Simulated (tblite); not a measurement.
# C3H8F2N2Si2: the cost of one run

The runs use tblite 0.8.0 and PySCF 2.14.0, with density-fitted response routines of our own; the level of theory stands in each step. All values are computed, except where a source is named. Atoms are numbered from 0 throughout.

**1. Starting geometry**

17 atoms, charge 0, multiplicity 1; geometry from: force field or distance geometry start.

Bonds of the start (Å): N0–C1 1.14, C1–C2 1.46, C2–Si3 1.83, Si3–F4 1.71, Si3–N5 1.76, N5–Si6 1.80, Si6–C7 1.86, C7–F8 1.38, C2–H9 1.13, C2–H10 1.12, Si3–H11 1.48, N5–H12 1.04, Si6–H13 1.47, Si6–H14 1.48, C7–H15 1.09, C7–H16 1.11.

**2. Geometry optimisation with GFN2-xTB**

Job settings and geometry (Å):

```
{"job": {"kind": "relax", "xc": "GFN2-xTB", "basis": "xTB"}, "charge": 0, "multiplicity": 1}
N     -3.192400     1.854000     1.072800
C     -3.007600     0.959600     0.396100
C     -2.735500    -0.188600    -0.466300
Si    -0.968400    -0.579900    -0.700600
F     -0.604000    -1.895900     0.327900
N      0.172600     0.705700    -0.335200
Si     1.434300     0.012500     0.738500
C      3.130700     0.055100    -0.014900
F      3.843000     1.124600     0.491500
H     -3.265100    -1.117900    -0.086700
H     -3.218000     0.031800    -1.448200
H     -0.739600    -1.010300    -2.096300
H     -0.242800     1.542200     0.120700
H      1.519700     0.712800     2.022800
H      1.094400    -1.388300     1.062600
H      3.102100     0.057500    -1.106100
H      3.669400    -0.862800     0.310500
```

Started as:

```bash
> OMP_NUM_THREADS=1 python probes_run.py task.json out
```

This one command runs all jobs of the session in turn.

**Question.** How long does this first job take on 1 thread of Arm Neoverse N1, shared host, and how much memory does it need?

About 3.9 s, with a peak of 0.18 GiB.
